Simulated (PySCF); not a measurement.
# C2H8BNO2: the cost of one run

The runs use PySCF 2.14.0, with density-fitted response routines of our own; the level of theory stands in each step. All values are computed, except where a source is named. Atoms are numbered from 0 throughout.

## 1. Starting geometry

14 atoms, charge 0, multiplicity 1; geometry from: GFN2-xTB. The atoms were then displaced at random by about 0.01 Å, so the start is not that level's minimum.

Bonds of the start (Å): C0–C1 1.53, C1–N2 1.47, C1–B3 1.64, B3–O4 1.32, B3–O5 1.35, C0–H6 1.11, C0–H7 1.07, C0–H8 1.09, C1–H9 1.09, N2–H10 1.03, N2–H11 1.04, O4–H12 0.93, O5–H13 0.95.

## 2. Relaxing the molecule at PBE0-D3(BJ)/def2-SVP

The job: settings as JSON, then the geometry in Å.

```
{"job": {"xc": "PBE0", "basis": "def2-SVP", "d3": "d3bj", "grid": 1, "shake": 0.01, "kind": "geom"}, "charge": 0, "multiplicity": 1}
C     -1.440910    -0.442210    -0.445370
C     -0.230180     0.477220    -0.300010
N     -0.579360     1.545630     0.650710
B      1.128850    -0.370530     0.072110
O      1.726940    -0.113070     1.224410
O      1.606120    -1.343520    -0.725580
H     -2.319340     0.194370    -0.678220
H     -1.304550    -1.138490    -1.251190
H     -1.653640    -0.945430     0.498220
H     -0.071820     0.987280    -1.251500
H     -0.718710     1.125760     1.581260
H      0.245880     2.166320     0.766750
H      2.475860    -0.638190     1.382420
H      1.127700    -1.520210    -1.531770
```

The run is started by

```bash
$ OMP_NUM_THREADS=1 python probes_run.py task.json out
```

The driver reads the jobs from task.json and runs them one after another.

**Question.** How long does this first job take on 1 thread of Arm Neoverse V1, shared host, and how much memory does it need?

About 46 s, with a peak of 0.55 GiB.
